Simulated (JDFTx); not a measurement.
**H2 in JDFTx: the effect of solvent**

The system is H2, in a box.

```
H
1.0
    10.00000    0.00000    0.00000
     0.00000   10.00000    0.00000
     0.00000    0.00000   10.00000
H
2
Direct
  0.53323 0.49218 0.51995
  0.46937 0.51202 0.48685
```

Alike in all runs:

- Program: JDFTx 1.7.0 (patched build)
- Task: solvation
- Functional: PBEsol
- Potentials or basis: PseudoDojo-SR-PBEsol-0.4.1-standard with smoothed tails
- Cutoff: 980 eV
- Density cutoff: 3918 eV
- k mesh: 1 × 1 × 1
- Occupations: fixed
- Spin: no spin polarisation

| solvent | largest force (eV/Å) |
| --- | --- |
| CarbonDisulfide | 0.42 |
| methanol | 0.45 |
| CHCl3 | 0.42 |
| DMF | 0.37 |
| CCl4 | ? |
| EthylEther | 0.42 |

**Question.** What does the run with solvent CCl4 give?

**Answer.** Largest force 0.41 eV/Å.

Caveats: forces may be off by hundredths of an eV/Å; forces in the liquid are good to some per cent; the liquid is a continuum model, checked here against plausible ranges alone; the model isn't fitted for this solvent (some runs).

Runs at the PBE level aren't shown here.
